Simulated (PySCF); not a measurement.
# CH5Ge2NSe: the cost of one run

The runs use PySCF 2.14.0, with density-fitted response routines of our own; the level of theory stands in each step. All values are computed, except where a source is named. Atoms are numbered from 0 throughout.

## 1. The starting structure

10 atoms, charge 0, multiplicity 1; geometry from: GFN2-xTB. The atoms were then displaced at random by about 0.01 Å, so the start is not that level's minimum.

Bonds of the start (Å): N0–C1 1.12, C1–Ge2 1.92, Ge2–Se3 2.29, Se3–Ge4 2.36, Ge2–H5 1.51, Ge2–H6 1.54, Ge4–H7 1.50, Ge4–H8 1.53, Ge4–H9 1.50.

## 2. Geometry optimisation at PBE0-D3(BJ)/def2-SVP

The job: settings as JSON, then the geometry in Å.

```
{"job": {"xc": "PBE0", "basis": "def2-SVP", "d3": "d3bj", "grid": 1, "shake": 0.01, "kind": "geom"}, "charge": 0, "multiplicity": 1}
N      0.814540     2.337960    -0.170380
C      1.160700     1.278140    -0.249480
Ge     1.616070    -0.581240    -0.346470
Se    -0.293070    -1.841210    -0.345280
Ge    -1.806500    -0.159520     0.332480
H      2.433340    -0.759490    -1.605380
H      2.525890    -0.831910     0.865330
H     -1.935290     0.904490    -0.718610
H     -1.347820     0.481870     1.644890
H     -3.117430    -0.850020     0.571830
```

Launch:

```console
OMP_NUM_THREADS=1 python probes_run.py task.json out
```

The driver reads the jobs from task.json and runs them one after another.

Q: Estimate the wall time and peak memory of this first job on 1 thread of Arm Neoverse V2, shared host.

About 3.9 min, with a peak of 0.7 GiB.
